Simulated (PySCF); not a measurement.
**C₆H₅F: electronic excitations at several levels of theory**

How much do the electronic excitations of C₆H₅F (`FC=C1C=CC=C1`) depend on the level of theory, and what does each level cost?

Computed with PySCF 2.14.0, with density-fitted response routines of our own, on a single molecule in the gas phase. Atoms are numbered from 0 throughout.

## 1. The molecule as given

12 atoms, charge 0, multiplicity 1; geometry from: GFN2-xTB. The atoms were then displaced at random by about 0.01 Å, so the start is not that level's minimum.

Bonds of the start (Å): F0–C1 1.30, C1–C2 1.32, C2–C3 1.49, C3–C4 1.31, C4–C5 1.47, C5–C6 1.33, C6–C2 1.48, C1–H7 1.06, C3–H8 1.08, C4–H9 1.07, C5–H10 1.07, C6–H11 1.08.

## 2. Relaxing the molecule at PBE0-D3(BJ)/def2-SVP

What the job is given:

```
{"job": {"xc": "PBE0", "basis": "def2-SVP", "d3": "d3bj", "grid": 1, "shake": 0.01, "kind": "geom"}, "charge": 0, "multiplicity": 1}
F     -2.768860     0.861090     0.200110
C     -1.982600    -0.171340     0.086970
C     -0.668980    -0.052000     0.019350
C      0.328370    -1.155860    -0.092820
C      1.532100    -0.646300    -0.130560
C      1.443550     0.815170    -0.028010
C      0.164550     1.166880     0.062380
H     -2.506250    -1.095630     0.053070
H      0.003250    -2.184560    -0.119000
H      2.457360    -1.182690    -0.191780
H      2.291530     1.461180    -0.019020
H     -0.254320     2.155810     0.150280
```

Run with:

```console
OMP_NUM_THREADS=1 python probes_run.py task.json out
```

The driver reads the jobs from task.json and runs them one after another.

The log of the run:

```text
step   0  E = -330.81695141  max force = 0.067775
step   1  E = -330.82403534  max force = 0.010032
step   2  E = -330.82411718  max force = 0.003213
step   3  E = -330.82415897  max force = 0.003363
step   4  E = -330.82420117  max force = 0.001998
step   5  E = -330.82420699  max force = 0.002351
step   6  E = -330.82422160  max force = 0.001126
step   7  E = -330.82422334  max force = 0.000975
step   8  E = -330.82422871  max force = 0.000112
optimisation converged
```

It took 48 s on 1 thread of Arm Neoverse V1, shared host; peak memory 0.51 GiB.

The steps of the relaxation:

| step | energy from step 0 (eV) | largest force component (eV/Å) |
| --- | --- | --- |
| 0 | 0.0000 | 3.4851 |
| 1 | -0.1928 | 0.5159 |
| 2 | -0.1950 | 0.1652 |
| 3 | -0.1961 | 0.1729 |
| 4 | -0.1973 | 0.1027 |
| 5 | -0.1974 | 0.1209 |
| 6 | -0.1978 | 0.0579 |
| 7 | -0.1979 | 0.0501 |
| 8 | -0.1980 | 0.0058 |

Close pairs (by a distance rule), those that changed most:

| bond | before (Å) | after (Å) | change (Å) |
| --- | --- | --- | --- |
| C3–C4 | 1.308 | 1.357 | +0.050 |
| C1–H7 | 1.063 | 1.095 | +0.032 |
| C5–C6 | 1.330 | 1.358 | +0.029 |
| C2–C3 | 1.492 | 1.464 | -0.028 |
| C5–H10 | 1.066 | 1.091 | +0.025 |
| C1–C2 | 1.321 | 1.343 | +0.023 |
| C4–H9 | 1.071 | 1.091 | +0.019 |
| F0–C1 | 1.303 | 1.319 | +0.016 |

The next job starts from the end point, and lists it.

| at the end point | value |
| --- | --- |
| point group (found at 0.08 Å tolerance) | Cs |
| rotational constants (GHz, main isotopes) | 7.453, 1.936, 1.537 |
| dipole moment (D) | 1.03 |

## 3. Excited states and response: PBE0/def2-SVP

What the job is given:

```
{"job": {"kind": "uv", "xc": "PBE0", "basis": "def2-SVP"}, "charge": 0, "multiplicity": 1}
F     -2.554586     0.840970     0.235064
C     -1.773697    -0.215178     0.116420
C     -0.436404    -0.118185     0.035126
C      0.482123    -1.251259    -0.094406
C      1.740301    -0.744020    -0.141008
C      1.671565     0.715054    -0.045354
C      0.372794     1.098240     0.059920
H     -2.329046    -1.158115     0.092601
H      0.185391    -2.298564    -0.140838
H      2.662231    -1.319200    -0.233945
H      2.536486     1.379618    -0.058022
H     -0.021601     2.108839     0.147647
```

With the program's defaults for keys left out, this is: TDDFT PBE0/def2-SVP, vertical, gas phase, core orbitals frozen in the response.

The log of the run:

```text
coarse grid: 10704 points
cycle   1  E = -330.6921582808  dE =  1.131e+00  |g| = 5.554e-01  |ddm| = 4.013e+00
cycle   2  E = -330.5559620942  dE =  1.362e-01  |g| = 9.192e-01  |ddm| = 1.444e+00
cycle   3  E = -330.7609773002  dE = -2.050e-01  |g| = 1.486e-01  |ddm| = 1.022e+00
cycle   4  E = -330.7659879549  dE = -5.011e-03  |g| = 6.392e-02  |ddm| = 2.430e-01
cycle   5  E = -330.7669536610  dE = -9.657e-04  |g| = 1.695e-02  |ddm| = 7.784e-02
cycle   6  E = -330.7670207530  dE = -6.709e-05  |g| = 5.006e-03  |ddm| = 1.897e-02
cycle   7  E = -330.7670259382  dE = -5.185e-06  |g| = 1.940e-03  |ddm| = 7.026e-03
final grid: 105712 points
cycle   8  E = -330.8151246382  dE = -2.475e-05  |g| = 4.664e-03  |ddm| = 3.119e-02
cycle   9  E = -330.8151241043  dE =  5.339e-07  |g| = 5.130e-03  |ddm| = 1.013e-02
cycle  10  E = -330.8151303336  dE = -6.229e-06  |g| = 1.086e-03  |ddm| = 5.654e-03
cycle  11  E = -330.8151306030  dE = -2.694e-07  |g| = 2.384e-04  |ddm| = 1.449e-03
cycle  12  E = -330.8151306152  dE = -1.221e-08  |g| = 1.278e-04  |ddm| = 3.706e-04
cycle  13  E = -330.8151306192  dE = -4.002e-09  |g| = 1.602e-05  |ddm| = 1.421e-04
cycle  14  E = -330.8151306193  dE = -4.025e-11  |g| = 1.022e-05  |ddm| = 2.776e-05
converged SCF energy = -330.8151306193

Static polarisability (au): isotropic 62.718, principal 29.310 61.423 97.420

Singlet excitations
state   eV       nm        f      main configurations
  1   3.4895    355.3   0.01302   H->L 0.99
  2   5.3503    231.7   0.38490   H-1->L 0.92
  3   6.7941    182.5   0.00123   H-2->L 0.92
  4   7.0202    176.6   0.00055   H-3->L 0.91
  5   7.2955    169.9   0.00013   H-5->L 0.94
  6   7.3340    169.1   0.15127   H-4->L 0.58, H->L+1 0.37
  7   7.4896    165.5   0.00017   H->L+2 0.80, H->L+3 0.19
  8   7.8059    158.8   0.00013   H-6->L 0.84, H->L+3 0.12
  9   7.8307    158.3   0.00089   H->L+3 0.67, H->L+2 0.16, H-6->L 0.15
 10   8.1723    151.7   0.03000   H->L+4 0.56, H-1->L+1 0.39

Triplet excitations (Tamm-Dancoff, eV): 2.3129 2.9127 5.3707 6.4630
```

It took 12 s on 1 thread of Arm Neoverse V1, shared host; peak memory 0.63 GiB.

The orbitals next to the gap, with their largest atomic shares:

```
orbital      eV                      atoms
 HOMO−3  -10.45  C4 20 %, C5 17 %, C3 14 %
 HOMO−2  -10.30  C6 17 %, C2 16 %, C5 15 %
 HOMO−1   -7.27  C1 27 %, C2 24 %, C5 19 %
   HOMO   -6.37  C6 33 %, C3 33 %, C4 16 %
   LUMO   -1.82  C1 34 %, C3 13 %, C6 13 %
 LUMO+1    2.13  C4 33 %, C5 30 %, C3 18 %
 LUMO+2    2.39   H7 34 %, H8 23 %, C1 9 %
```

With each of the 10 states as a Gaussian band of 0.4 eV half-width at 1/e, the curve within the window shown has maxima at 355 nm (ε 530), 231 nm (ε 16,000), 169 nm (ε 6,200) L/(mol cm). Beyond the last state computed it falls off for lack of states. The curve at chosen wavelengths:

```json
{"nm": "146", "ε (L/mol/cm)": "697"}
{"nm": "157", "ε (L/mol/cm)": "1707"}
{"nm": "169", "ε (L/mol/cm)": "6173"}
{"nm": "180", "ε (L/mol/cm)": "1711"}
{"nm": "191", "ε (L/mol/cm)": "100"}
{"nm": "202", "ε (L/mol/cm)": "361"}
{"nm": "214", "ε (L/mol/cm)": "4798"}
{"nm": "225", "ε (L/mol/cm)": "13495"}
{"nm": "236", "ε (L/mol/cm)": "14560"}
{"nm": "248", "ε (L/mol/cm)": "7002"}
{"nm": "259", "ε (L/mol/cm)": "2052"}
{"nm": "270", "ε (L/mol/cm)": "406"}
{"nm": "281", "ε (L/mol/cm)": "63"}
{"nm": "293", "ε (L/mol/cm)": "23"}
{"nm": "304", "ε (L/mol/cm)": "63"}
{"nm": "315", "ε (L/mol/cm)": "155"}
{"nm": "326", "ε (L/mol/cm)": "289"}
{"nm": "338", "ε (L/mol/cm)": "435"}
{"nm": "349", "ε (L/mol/cm)": "516"}
{"nm": "360", "ε (L/mol/cm)": "519"}
{"nm": "372", "ε (L/mol/cm)": "450"}
{"nm": "383", "ε (L/mol/cm)": "351"}
{"nm": "394", "ε (L/mol/cm)": "250"}
{"nm": "405", "ε (L/mol/cm)": "165"}
{"nm": "417", "ε (L/mol/cm)": "98"}
{"nm": "428", "ε (L/mol/cm)": "58"}
```

Further results of this job:

```
           property  computed
  dipole moment (D)      1.03
polarisability (Å³)      9.29
 HOMO–LUMO gap (eV)      4.55
      −ε(HOMO) (eV)      6.37
```

## 4. Excited states and response: PBE0/def2-TZVP

The job, as its differences from that of step 3:

```diff
@@ -1,2 +1,2 @@
-{"job": {"kind": "uv", "xc": "PBE0", "basis": "def2-SVP"}, "charge": 0, "multiplicity": 1}
+{"job": {"kind": "uv", "xc": "PBE0", "basis": "def2-TZVP"}, "charge": 0, "multiplicity": 1}
 F     -2.554586     0.840970     0.235064
```

Level: TDDFT PBE0/def2-TZVP, vertical, gas phase, core orbitals frozen in the response.

The log of the run:

```text
coarse grid: 10704 points
cycle   1  E = -331.1135697210  dE =  1.187e+00  |g| = 5.836e-01  |ddm| = 3.144e+00
cycle   2  E = -330.9568358077  dE =  1.567e-01  |g| = 9.912e-01  |ddm| = 1.237e+00
cycle   3  E = -331.1860863501  dE = -2.293e-01  |g| = 1.579e-01  |ddm| = 8.803e-01
cycle   4  E = -331.1912632010  dE = -5.177e-03  |g| = 7.484e-02  |ddm| = 2.580e-01
cycle   5  E = -331.1925041578  dE = -1.241e-03  |g| = 1.970e-02  |ddm| = 8.003e-02
cycle   6  E = -331.1925888943  dE = -8.474e-05  |g| = 5.512e-03  |ddm| = 1.568e-02
cycle   7  E = -331.1925949405  dE = -6.046e-06  |g| = 2.249e-03  |ddm| = 5.820e-03
final grid: 105712 points
cycle   8  E = -331.1813833573  dE = -6.181e-05  |g| = 5.205e-03  |ddm| = 1.110e-01
cycle   9  E = -331.1813830870  dE =  2.703e-07  |g| = 5.244e-03  |ddm| = 1.346e-02
cycle  10  E = -331.1813893607  dE = -6.274e-06  |g| = 1.107e-03  |ddm| = 5.154e-03
cycle  11  E = -331.1813896260  dE = -2.652e-07  |g| = 4.189e-04  |ddm| = 1.071e-03
cycle  12  E = -331.1813896701  dE = -4.414e-08  |g| = 1.153e-04  |ddm| = 3.996e-04
cycle  13  E = -331.1813896732  dE = -3.114e-09  |g| = 4.899e-05  |ddm| = 1.334e-04
cycle  14  E = -331.1813896738  dE = -6.080e-10  |g| = 5.764e-06  |ddm| = 4.204e-05
converged SCF energy = -331.1813896738

Static polarisability (au): isotropic 70.504, principal 39.694 68.001 103.817

Singlet excitations
state   eV       nm        f      main configurations
  1   3.4399    360.4   0.01128   H->L 0.99
  2   5.2310    237.0   0.37285   H-1->L 0.92
  3   6.7306    184.2   0.00127   H-2->L 0.93
  4   6.9625    178.1   0.00094   H-3->L 0.91
  5   7.0973    174.7   0.00019   H->L+2 0.77, H->L+3 0.21
  6   7.2003    172.2   0.22304   H->L+1 0.51, H-4->L 0.44
  7   7.2584    170.8   0.00007   H-5->L 0.94
  8   7.3825    167.9   0.00236   H->L+3 0.77, H->L+2 0.19
  9   7.5611    164.0   0.00355   H->L+4 0.97
 10   7.7577    159.8   0.07085   H->L+5 0.72, H-1->L+1 0.21

Triplet excitations (Tamm-Dancoff, eV): 2.3137 2.9009 5.3021 6.4005
```

Run time: 35 s. Hardware: 1 thread of Arm Neoverse V1, shared host; peak memory 0.92 GiB.

Key values: HOMO -6.41 eV, LUMO -1.90 eV; lowest singlet 3.44 eV.

## 5. Ultraviolet spectrum: PBE0/aug-cc-pVDZ

The job, as its differences from that of step 4:

```diff
@@ -1,2 +1,2 @@
-{"job": {"kind": "uv", "xc": "PBE0", "basis": "def2-TZVP"}, "charge": 0, "multiplicity": 1}
+{"job": {"kind": "uv", "xc": "PBE0", "basis": "aug-cc-pVDZ"}, "charge": 0, "multiplicity": 1}
 F     -2.554586     0.840970     0.235064
```

Method: TDDFT PBE0/aug-cc-pVDZ, vertical, gas phase, core orbitals frozen in the response.

The log of the run:

```text
coarse grid: 10704 points
cycle   1  E = -331.0156949274  dE =  1.219e+00  |g| = 5.375e-01  |ddm| = 1.591e+01
cycle   2  E = -330.8633072508  dE =  1.524e-01  |g| = 9.364e-01  |ddm| = 4.195e+00
cycle   3  E = -331.0831906618  dE = -2.199e-01  |g| = 1.414e-01  |ddm| = 2.182e+00
cycle   4  E = -331.0875687501  dE = -4.378e-03  |g| = 6.475e-02  |ddm| = 4.418e-01
cycle   5  E = -331.0885333070  dE = -9.646e-04  |g| = 1.709e-02  |ddm| = 1.647e-01
cycle   6  E = -331.0885997344  dE = -6.643e-05  |g| = 5.274e-03  |ddm| = 6.605e-02
cycle   7  E = -331.0886056275  dE = -5.893e-06  |g| = 1.973e-03  |ddm| = 1.697e-02
final grid: 105712 points
cycle   8  E = -331.0968932928  dE = -3.662e-05  |g| = 5.161e-03  |ddm| = 4.572e-01
cycle   9  E = -331.0968926808  dE =  6.120e-07  |g| = 5.618e-03  |ddm| = 5.968e-02
cycle  10  E = -331.0969005147  dE = -7.834e-06  |g| = 1.142e-03  |ddm| = 2.414e-02
cycle  11  E = -331.0969008003  dE = -2.855e-07  |g| = 3.037e-04  |ddm| = 3.098e-03
cycle  12  E = -331.0969008217  dE = -2.147e-08  |g| = 1.452e-04  |ddm| = 1.036e-03
cycle  13  E = -331.0969008267  dE = -4.961e-09  |g| = 2.252e-05  |ddm| = 3.424e-04
cycle  14  E = -331.0969008268  dE = -9.652e-11  |g| = 8.604e-06  |ddm| = 1.039e-04
converged SCF energy = -331.0969008268

Static polarisability (au): isotropic 74.639, principal 45.443 71.755 106.718

Singlet excitations
state   eV       nm        f      main configurations
  1   3.4215    362.4   0.01034   H->L 0.99
  2   5.1856    239.1   0.36936   H-1->L 0.91
  3   5.5463    223.5   0.00057   H->L+1 0.94
  4   5.9235    209.3   0.00866   H->L+2 0.89
  5   6.0348    205.4   0.01599   H->L+3 0.91
  6   6.4420    192.5   0.00153   H-1->L+1 0.93
  7   6.5368    189.7   0.00405   H->L+4 0.88
  8   6.6049    187.7   0.11267   H->L+6 0.95
  9   6.6118    187.5   0.00187   H->L+5 0.88
 10   6.7198    184.5   0.00209   H-2->L 0.92

Triplet excitations (Tamm-Dancoff, eV): 2.3096 2.9015 5.2795 5.4949
```

It took 26 s on 1 thread of Arm Neoverse V1, shared host; peak memory 0.8 GiB.

This run: HOMO -6.44 eV, LUMO -1.95 eV; lowest singlet 3.42 eV.

## 6. Ultraviolet spectrum: PBE0/6-31+G*

The job, as its differences from that of step 5:

```diff
@@ -1,2 +1,2 @@
-{"job": {"kind": "uv", "xc": "PBE0", "basis": "aug-cc-pVDZ"}, "charge": 0, "multiplicity": 1}
+{"job": {"kind": "uv", "xc": "PBE0", "basis": "6-31+G*"}, "charge": 0, "multiplicity": 1}
 F     -2.554586     0.840970     0.235064
```

With the program's defaults for keys left out, this is: TDDFT PBE0/6-31+G*, vertical, gas phase, core orbitals frozen in the response.

The log of the run:

```text
coarse grid: 10704 points
cycle   1  E = -331.0380006885  dE =  1.212e+00  |g| = 5.333e-01  |ddm| = 6.136e+00
cycle   2  E = -330.8911840312  dE =  1.468e-01  |g| = 9.187e-01  |ddm| = 3.524e+00
cycle   3  E = -331.1059195731  dE = -2.147e-01  |g| = 1.424e-01  |ddm| = 2.539e+00
cycle   4  E = -331.1104629380  dE = -4.543e-03  |g| = 6.301e-02  |ddm| = 3.075e-01
cycle   5  E = -331.1113680736  dE = -9.051e-04  |g| = 1.720e-02  |ddm| = 1.198e-01
cycle   6  E = -331.1114368945  dE = -6.882e-05  |g| = 4.722e-03  |ddm| = 3.164e-02
cycle   7  E = -331.1114414879  dE = -4.593e-06  |g| = 2.006e-03  |ddm| = 9.429e-03
final grid: 105712 points
cycle   8  E = -331.0642258656  dE = -2.613e-05  |g| = 5.258e-03  |ddm| = 1.517e-01
cycle   9  E = -331.0642247738  dE =  1.092e-06  |g| = 5.989e-03  |ddm| = 2.710e-02
cycle  10  E = -331.0642332307  dE = -8.457e-06  |g| = 1.242e-03  |ddm| = 1.278e-02
cycle  11  E = -331.0642335735  dE = -3.428e-07  |g| = 2.741e-04  |ddm| = 2.202e-03
cycle  12  E = -331.0642335903  dE = -1.680e-08  |g| = 1.460e-04  |ddm| = 6.602e-04
cycle  13  E = -331.0642335954  dE = -5.145e-09  |g| = 1.460e-05  |ddm| = 3.614e-04
cycle  14  E = -331.0642335955  dE = -2.819e-11  |g| = 9.347e-06  |ddm| = 8.024e-05
converged SCF energy = -331.0642335955

Static polarisability (au): isotropic 71.008, principal 40.970 67.841 104.214

Singlet excitations
state   eV       nm        f      main configurations
  1   3.4440    360.0   0.01224   H->L 0.99
  2   5.2478    236.3   0.38638   H-1->L 0.91
  3   5.8415    212.2   0.00073   H->L+1 0.91
  4   6.2142    199.5   0.00609   H->L+2 0.85
  5   6.3244    196.0   0.01675   H->L+3 0.88
  6   6.6872    185.4   0.12637   H->L+4 0.96
  7   6.7134    184.7   0.00096   H-1->L+1 0.75, H->L+5 0.18
  8   6.7717    183.1   0.01226   H->L+5 0.74, H-1->L+1 0.14
  9   6.8021    182.3   0.00002   H-2->L 0.85
 10   6.8844    180.1   0.00018   H->L+6 0.96

Triplet excitations (Tamm-Dancoff, eV): 2.3006 2.9006 5.3185 5.7727
```

It took 14 s on 1 thread of Arm Neoverse V1, shared host; peak memory 0.7 GiB.

Key values: HOMO -6.41 eV, LUMO -1.91 eV; lowest singlet 3.44 eV.

## 7. Run by run: electronic excitations

Excitations and ground-state properties, with basis size and wall time:

```csv
run,lowest singlet (eV),brightest (eV),f,gap (eV),α (Å³),μ (D),functions,time
PBE0/def2-SVP,3.49,5.35,0.385,4.55,9.29,1.03,123,12 s
PBE0/def2-TZVP,3.44,5.23,0.373,4.51,10.45,0.98,247,35 s
PBE0/aug-cc-pVDZ,3.42,5.19,0.369,4.49,11.06,0.97,206,26 s
PBE0/6-31+G*,3.44,5.25,0.386,4.50,10.52,1.05,136,14 s
```

## 8. Outcome

| quantity | value |
| --- | --- |
| point group | Cs |
| rotational constants (main isotopes) | 7.45, 1.94, 1.54 GHz |
| lowest singlet (PBE0/def2-SVP) | 3.49 eV (355 nm), f = 0.013 |
| brightest single state of those computed | state 2, 5.35 eV, f = 0.385 |
| lowest triplet | 2.31 eV |
| range of the lowest singlet | 3.42 to 3.49 eV |

Single values in the summary come from the first run of each kind that ended normally (PBE0/def2-SVP), which need not be the best level. Relaxing lowered the energy by 0.198 eV in 8 steps; the close pair that moved most is C3–C4, from 1.308 to 1.357 Å. No frequency check was run at this level, so the end point may be a saddle. The lowest singlet, at 3.49 eV, is HOMO→LUMO 0.99 and is weak; of the 10 states computed, the strongest absorption comes from state 2 at 5.35 eV. The lowest triplet lies 1.18 eV below the lowest singlet (triplets in Tamm-Dancoff, singlets in full TDDFT). The lowest singlet runs from 3.42 eV (PBE0/aug-cc-pVDZ) to 3.49 eV (PBE0/def2-SVP), while the orbital gap spans 4.49 to 4.55 eV. The lowest state need not be the same one in every run.
